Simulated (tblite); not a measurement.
# C5H9NO: the cost of one run

Programs: tblite 0.8.0 and PySCF 2.14.0, with routines of our own; each step states its level. All values are computed. Atoms count from 0.

## 1. The starting structure

16 atoms, charge 0, multiplicity 1; geometry from: force field or distance geometry start.

## 2. Optimising the geometry with GFN2-xTB, one coordinate held

The job: settings as JSON, then the geometry in Å.

```
{"job": {"kind": "relax", "xc": "GFN2-xTB", "basis": "xTB"}, "charge": 0, "multiplicity": 1}
C      2.705100     0.299000    -0.654300
C      2.152700    -0.716100     0.011100
C      0.720000    -0.867500     0.355200
O      0.364600    -1.839700     0.997900
C     -0.266000     0.199200    -0.103800
C     -1.706800    -0.175800     0.232500
N     -2.626900     0.870100    -0.214700
H      2.860100     1.288200    -0.215700
H      3.004700     0.166700    -1.687100
H      2.776700    -1.536100     0.383800
H     -0.172800     0.313300    -1.199000
H     -0.002200     1.143600     0.376500
H     -1.820200    -0.318800     1.325600
H     -1.966000    -1.121000    -0.253200
H     -3.584300     0.581300     0.004700
H     -2.474900     1.717500     0.343600
```

The run is started by

```sh
$ OMP_NUM_THREADS=1 python excited_run.py task.json out
```

This one command runs all jobs of the session in turn.

Q: Estimate the wall time and peak memory of this first job on 1 thread of Intel Xeon at 2.50GHz, shared host.

About 4.4 s, with a peak of 0.18 GiB.
